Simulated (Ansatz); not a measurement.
# LaMg (Pmma): frozen displacement of one atom

Aim: a frozen displacement of one atom, for LaMg (Pmma), run from a script.

All numbers are computed with the Python package of Ansatz 0.2.0. Level of theory: DFT r2SCAN, plane waves, PAW.

### 1 Starting point

It takes space group Pmma (No. 51, orthorhombic). The conventional cell has a = 5.615 Å, b = 3.801 Å, c = 5.789 Å, α = 90.00°, β = 90.00°, γ = 90.00°. Around La (site symmetry mm2) lie 8 Mg at 3.40 to 3.53 Å and 4 La at 3.69 to 3.80 Å. Mg (site symmetry mm2) is surrounded by 8 La at 3.40 to 3.53 Å and 4 Mg at 3.59 to 3.80 Å.

No structure file is read: the coordinates are typed or built in the script.

### 2 The code

The input, lamg_push.py:

```python
# -*- coding: utf-8 -*-
import ansatz as az
import numpy as np
from pymatgen.core import Lattice, Structure
from pymatgen.io.ase import AseAtomsAdaptor

KMESH = (5, 7, 5)

pmg_structure = Structure(
    Lattice([(5.615473, 0.0, 0.0), (0.0, 3.801459, 0.0), (0.0, 0.0, 5.789011)]),
    ["La", "La", "Mg", "Mg"],
    [
        (0.75, 0.0, 0.793103),
        (0.25, 0.0, 0.206897),
        (0.25, 0.5, 0.693241),
        (0.75, 0.5, 0.306759),
    ],
)
cell = az.Crystal.from_ase(AseAtomsAdaptor.get_atoms(pmg_structure))

inverse = np.linalg.inv(np.array(cell.lattice.vectors))
home = np.array(cell.sites[1].position)
values = np.linspace(-0.2, 0.2, 5)
energies, pulls = [], []
for shift in values:
    moved = cell.move(1, to=home + shift * inverse[2])
    model = (
        moved.calculation()
        .functional(az.Functional.R2SCAN)
        .pseudopotentials("paw")
        .kpoints(*KMESH)
        .occupations(az.OccupationsMethod.FERMI_DIRAC)
        .forces()
    )
    summary = model.run(threads=1).report
    energies.append(summary["free_energy_ev"])
    pulls.append(summary["forces_ev_ang"][1][2])

print("shift (A)   dE (eV)   force along z (eV/A)")
for shift, e, f in zip(values, energies, pulls):
    print(f"{shift:8.3f} {e - energies[2]:10.5f} {f:12.4f}")
print(f"stiffness from energies {2 * np.polyfit(values, energies, 2)[0]:.3f}, from forces {-np.polyfit(values, pulls, 1)[0]:.3f} eV/A^2")
```

### 3 The calls as engine input

The package turns the script's settings into the engine's input (first run):

```yaml
crystal:
  lattice:
    - [5.615473, 0.0, 0.0]
    - [0.0, 3.801459, 0.0]
    - [0.0, 0.0, 5.789011]
  atoms:
    - { symbol: La, position: [0.7499999999999999, 0.0, 0.793103] }
    - { symbol: La, position: [0.25, 0.0, 0.17234878442397156] }
    - { symbol: Mg, position: [0.25, 0.5, 0.693241] }
    - { symbol: Mg, position: [0.7499999999999999, 0.5, 0.306759] }
kpoints:
  mp_grid:
    grid: [5, 7, 5]
hamiltonian:
  xc: r2scan
  pseudopotentials:
    kind: paw
scf:
  occupations:
    method: fermi_dirac
output:
  forces: true
```

### 4 Running it

Run with:

```console
> python lamg_push.py
```

Log:

```text
DeckWarning: basis.ecutwfc = 500 eV, auto-derived from the records' recommended cutoffs: set by La (their level for a meta-GGA)
shift (A)   dE (eV)   force along z (eV/A)
  -0.200    0.07110       0.6666
  -0.100    0.01977       0.3582
   0.000    0.00000       0.0341
   0.100    0.01360      -0.3093
   0.200    0.06249      -0.6717
stiffness from energies 3.340, from forces 3.344 eV/A^2
```

(Warnings from the package without file and line.)

Wall time 2.8 min (1 thread of Arm Neoverse V1, shared host); peak memory 0.81 GiB.

### 5 Inputs of later runs

The engine's inputs for some of the other runs:

Run 2, against run 1:

```diff
@@ -8 +8 @@
-    - { symbol: La, position: [0.25, 0.0, 0.17234878442397156] }
+    - { symbol: La, position: [0.25, 0.0, 0.18962289221198578] }
```

Run 3, against run 1:

```diff
@@ -8 +8 @@
-    - { symbol: La, position: [0.25, 0.0, 0.17234878442397156] }
+    - { symbol: La, position: [0.25, 0.0, 0.206897] }
```

Run 4, against run 1:

```diff
@@ -8 +8 @@
-    - { symbol: La, position: [0.25, 0.0, 0.17234878442397156] }
+    - { symbol: La, position: [0.25, 0.0, 0.22417110778801422] }
```

### 6 What each run gave

From the records of these 5 runs:

```
run  shift of atom 2 from run 1 (Å)  energy from run 3 (meV/atom)  SCF cycles  CPU time (s)
  1                           0.000                         17.77           8            35
  2                           0.100                          4.94           8            35
  3                           0.200                          0.00           8            21
  4                           0.300                          3.40           8            35
  5                           0.400                         15.62           8            36
```

Energies are free energies F = E - TS of the smeared occupations. 

### 7 Summary of results

| quantity | value |
| --- | --- |
| runs compared | 5 |
| range of energy | 17.77 meV/atom |
| lowest point, shift of atom 2 from run 1 (Å) | 0.200 |

What this shows: The curvature of the energy gives 3.340 eV/Å² and the slope of the force 3.344 eV/Å², a positive curvature. What to keep in mind:
- The mesh is modest for a metal, so energies can be off by several to tens of meV an atom and pressures by half a GPa or more; differences at equal mesh fare better.
- In a metal a curvature from energy changes of a few meV or less hangs on mesh and smearing, in size and even in sign.
- This cell is a computed structure, which may not be the phase found in nature.
- All periodic images of the atom move with it, so the curvature is one diagonal element of the zone-centre force constants and no normal mode; a positive value doesn't exclude soft modes in which several atoms move.
